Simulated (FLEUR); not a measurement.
# CoW3 (Pm-3m) in FLEUR: single point with PBEsol

Aim: the single point of CoW3 with PBEsol.

Everything below comes from runs of FLEUR MaX-R8.1 (later development tree). Logs are shortened: lines on timing, memory, paths and dates and some standing lists are left out, and cuts for length are marked.

**1. Starting point**

Symmetry: Pm-3m, No. 221, cubic system. The conventional cell has a = 3.907 Å, b = 3.907 Å, c = 3.907 Å, α = 90.00°, β = 90.00°, γ = 90.00°. W (site symmetry 4/mmm) has 8 W at 2.76 Å and 4 Co at 2.76 Å as nearest neighbours. Around Co (site symmetry m-3m) lie 12 W at 2.76 Å.

The cell comes from a database or a generator and needn't be the stable form of this composition.

**2. Single point, PBEsol, collinear spin, ferromagnetic start**

inp.xml reads:

```xml
<?xml version="1.0" encoding="UTF-8" standalone="no"?>
<fleurInput fleurInputVersion="0.39">
   <comment>
      CoW3                                                                                                
   </comment>
   <calculationSetup>
      <cutoffs Kmax="4.19" Gmax="13.0" GmaxXC="13.0" numbands="0"/>
      <scfLoop itmax="60" minDistance="0.00001" maxIterBroyd="15" imix="Anderson" alpha="0.05" precondParam="0.0" spinf="2.0" sdNocoIR="T"/>
      <coreElectrons ctail="T" frcor="F" kcrel="0" coretail_lmax="0"/>
      <xcFunctional name="PBEs" relativisticCorrections="F"/>
      <magnetism jspins="2"/>
      <soc l_soc="F" theta="0.0" phi="0.0" spav="F"/>
      <expertModes spex="0" secvar="F"/>
      <geometryOptimization l_f="T" forcealpha="1.0" forcemix="BFGS" epsdisp="0.0005" epsforce="0.0002"/>
      <ldaU l_linMix="F" mixParam="0.05" spinf="1.0"/>
   </calculationSetup>
   <cell>
      <bzIntegration valenceElectrons="101.0" mode="hist" fermiSmearingEnergy="0.00183747">
         <kPointListSelection listName="default-1"/>
         <!-- k-points included here -->
         <xi:include xmlns:xi="http://www.w3.org/2001/XInclude" href="kpts.xml"> </xi:include>
      </bzIntegration>
      <!-- symmetry operations included here -->
      <xi:include xmlns:xi="http://www.w3.org/2001/XInclude" href="sym.xml"> </xi:include>
      <bulkLattice scale="1.0">
         <bravaisMatrix>
            <row-1>    7.3838232626819336     0.0000000000000000     0.0000000000000000</row-1>
            <row-2>    0.0000000000000000     7.3838232626819336     0.0000000000000000</row-2>
            <row-3>    0.0000000000000000     0.0000000000000000     7.3838232626819336</row-3>
         </bravaisMatrix>
      </bulkLattice>
   </cell>
   <atomSpecies>
      <species name="Tungsten (W)" element="W" atomicNumber="74">
         <mtSphere radius="2.34" gridPoints="801" logIncrement="0.017"/>
         <atomicCutoffs lmax="10" lnonsphr="10"/>
         <electronConfig flipSpins="F">
            <coreConfig>(1s1/2) (2s1/2) (2p1/2) (2p3/2) (3s1/2) (3p1/2) (3p3/2) (4s1/2) (3d3/2) (3d5/2) (4p1/2) (4p3/2) (4d3/2) (4d5/2)</coreConfig>
            <valenceConfig>(5s1/2) (5p1/2) (5p3/2) (6s1/2) (4f5/2) (4f7/2) (5d3/2) (5d5/2)</valenceConfig>
            <stateOccupation state="(5d3/2)" spinUp="0.800000" spinDown="0.800000"/>
            <stateOccupation state="(5d5/2)" spinUp="1.200000" spinDown="1.200000"/>
         </electronConfig>
         <energyParameters s="6" p="6" d="5" f="4"/>
         <lo type="SCLO" l="0" n="5" eDeriv="0"/>
         <lo type="SCLO" l="1" n="5" eDeriv="0"/>
         <lo type="SCLO" l="2" n="5" eDeriv="2"/>
         <lo type="SCLO" l="3" n="4" eDeriv="2"/>
      </species>
      <species name="Cobalt (Co2.000" element="Co" atomicNumber="27">
         <mtSphere radius="2.34" gridPoints="801" logIncrement="0.015"/>
         <atomicCutoffs lmax="10" lnonsphr="10"/>
         <electronConfig flipSpins="F">
            <coreConfig>(1s1/2) (2s1/2) (2p1/2) (2p3/2)</coreConfig>
            <valenceConfig>(3s1/2) (3p1/2) (3p3/2) (4s1/2) (3d3/2) (3d5/2)</valenceConfig>
            <stateOccupation state="(3d3/2)" spinUp="1.5" spinDown="1.3"/>
            <stateOccupation state="(3d5/2)" spinUp="3.0" spinDown="1.2"/>
         </electronConfig>
         <energyParameters s="4" p="4" d="3" f="4"/>
         <lo type="SCLO" l="0" n="3" eDeriv="0"/>
         <lo type="SCLO" l="1" n="3" eDeriv="0"/>
         <lo type="SCLO" l="1" n="3" eDeriv="1"/>
         <lo type="SCLO" l="2" n="3" eDeriv="2"/>
         <lo type="SCLO" l="3" n="4" eDeriv="2"/>
      </species>
   </atomSpecies>
   <atomGroups>
      <atomGroup species="Tungsten (W)">
         <relPos label="                   1">1.000/2.000 1.000/2.000 .0000000000</relPos>
         <relPos label="                   2">1.000/2.000 .0000000000 1.000/2.000</relPos>
         <relPos label="                   3">.0000000000 1.000/2.000 1.000/2.000</relPos>
         <force calculate="T" relaxXYZ="TTT"/>
      </atomGroup>
      <atomGroup species="Cobalt (Co2.000">
         <relPos label="                   4">.0000000000 .0000000000 .0000000000</relPos>
         <force calculate="T" relaxXYZ="TTT"/>
      </atomGroup>
   </atomGroups>
   <output dos="F" band="F" slice="F">
      <checks vchk="F" cdinf="F"/>
      <bandDOS minEnergy="-.5*Htr" maxEnergy="0.5*Htr" sigma="0.015" storeEVData="T"/>
      <vacuumDOS vacdos="F" integ="F" star="F" nstars="0" locx1="0.0" locy1="0.0" locx2="0.0" locy2="0.0" nstm="0" tworkf="0.0"/>
      <unfoldingBand unfoldBand="F" supercellX="1" supercellY="1" supercellZ="1"/>
      <plotting iplot="0" polar="F">
         <plot TwoD="T" vec1="  1.0  0.0  0.0" vec2="  0.0  1.0  0.0" vec3="  0.0  0.0  1.0" zero="  0.0  0.0  0.0" file="plot"/>
      </plotting>
      <chargeDensitySlicing numkpt="0" minEigenval="0.0" maxEigenval="0.0" nnne="0" pallst="F"/>
      <specialOutput eonly="F"/>
      <moessbauerParams electricFieldGradient="T" isomerShift="T" coreHyperfine="T" valenceHyperfine="T"/>
      <magneticCircularDichroism mcd="F" energyLo="-10.0" energyUp="0.0"/>
   </output>
  <!-- We include the file relax.xml here to enable relaxations (see documentation) -->
  <xi:include xmlns:xi="http://www.w3.org/2001/XInclude" href="relax.xml"> <xi:fallback/> </xi:include>
</fleurInput>
```

crystal.txt reads:

```
CoW3
&input cartesian=F /
3.9073510000  0.0000000000  0.0000000000
0.0000000000  3.9073510000  0.0000000000
0.0000000000  0.0000000000  3.9073510000
1.8897261246
1.0 1.0 1.0

4
74 0.5000000000  0.5000000000  0.0000000000
74 0.5000000000  0.0000000000  0.5000000000
74 0.0000000000  0.5000000000  0.5000000000
27 0.0000000000  0.0000000000  0.0000000000 : 2.000

&kpt div1=7 div2=7 div3=7 gamma=T /
```

Potentials or basis: all-electron, FLAPW.

On the command line:

```
$ inpgen -f crystal.txt -profile fastHighL
$ # inp.xml edited to the form shown
$ fleur_MPI
```

Output:

```text
Welcome to FLEUR        (www.flapw.de)
      MaX-Release 8.1          (www.max-centre.eu)

 ========== k-point set info ==========
 Selected k-point list: default-1
 k-point list type: mesh
 7 x 7 x 7
 Number of k points: 20

 ------------Calculation Setup---------------------------
 Number of MPI-tasks      :            1
 Number of PE/node        :            1
 Number of OMP-threads    :            1
 Most efficient MPI parallelization for:
           1           2           4           5          10          20
 Additional eigenvalue parallelization possible
 Number of basis functions:          652
 Approximate size of matrices (H+S) per k-point:         0.006 GB
 --------------------------------------------------------
 Iteration:     1   Distance:      17.98781713 me/bohr^3
 Iteration:     2   Distance:      11.06525750 me/bohr^3
 Iteration:     3   Distance:      10.19806147 me/bohr^3
 Iteration:     4   Distance:       7.47827346 me/bohr^3
 Iteration:     5   Distance:      11.12072616 me/bohr^3
 Iteration:     6   Distance:       5.13536651 me/bohr^3
 Iteration:     7   Distance:       5.85307199 me/bohr^3
 Iteration:     8   Distance:       3.74881980 me/bohr^3
 Iteration:     9   Distance:       3.25637221 me/bohr^3
 Iteration:    10   Distance:       2.19454296 me/bohr^3
[... 26 lines left out ...]
 Iteration:    37   Distance:       0.00131067 me/bohr^3
 Iteration:    38   Distance:       0.00092553 me/bohr^3
 Iteration:    39   Distance:       0.00032539 me/bohr^3
 Iteration:    40   Distance:       0.00026686 me/bohr^3
 Iteration:    41   Distance:       0.00010674 me/bohr^3
 Iteration:    42   Distance:       0.00002077 me/bohr^3
 Iteration:    43   Distance:       0.00002266 me/bohr^3
 Iteration:    44   Distance:       0.00002203 me/bohr^3
 Iteration:    45   Distance:       0.00001526 me/bohr^3
 Iteration:    46   Distance:       0.00000719 me/bohr^3

 ********************************************************************
 Run finished successfully
 Stop message:
   Structural relaxation: Done
 ********************************************************************
```

Run time: 13 min. Hardware: 1 thread of Arm Neoverse V1, shared host; peak memory 0.1 GiB.

Results:

| Item | Value |
| --- | --- |
| Free energy | -1357206.9774 eV |
| Band gap on the k mesh | none (metal or under the smearing width) |
| Net moment | 0.00 μB per cell |
| Valence electrons inside the program's atomic spheres | W 25.45; Co 16.21 (radii W 2.34, Co 2.34 bohr) |

Core levels (eV from the Fermi level):
| atom | levels |
| --- | --- |
| 1 W | 1s1/2 -69369.6, 2s1/2 -11960.9, 2p1/2 -11437.7, 2p3/2 -10085.5, 3s1/2 -2750.2, 3p1/2 -2517.3, 3p3/2 -2225.0, 4s1/2 -562.8, 3d3/2 -1832.9, 3d5/2 -1769.3, 4p1/2 -466.3, 4p3/2 -398.4, 4d3/2 -239.9, 4d5/2 -227.4 |
| 2 W | 1s1/2 -69369.6, 2s1/2 -11960.9, 2p1/2 -11437.7, 2p3/2 -10085.5, 3s1/2 -2750.2, 3p1/2 -2517.3, 3p3/2 -2225.0, 4s1/2 -562.8, 3d3/2 -1832.9, 3d5/2 -1769.3, 4p1/2 -466.3, 4p3/2 -398.4, 4d3/2 -239.9, 4d5/2 -227.4 |
| 3 W | 1s1/2 -69369.6, 2s1/2 -11960.9, 2p1/2 -11437.7, 2p3/2 -10085.5, 3s1/2 -2750.2, 3p1/2 -2517.3, 3p3/2 -2225.0, 4s1/2 -562.8, 3d3/2 -1832.9, 3d5/2 -1769.3, 4p1/2 -466.3, 4p3/2 -398.4, 4d3/2 -239.9, 4d5/2 -227.4 |
| 4 Co | 1s1/2 -7576.3, 2s1/2 -890.2, 2p1/2 -771.5, 2p3/2 -756.7 |

Caveat: the starting moments collapsed, and a magnetic state may lie lower.
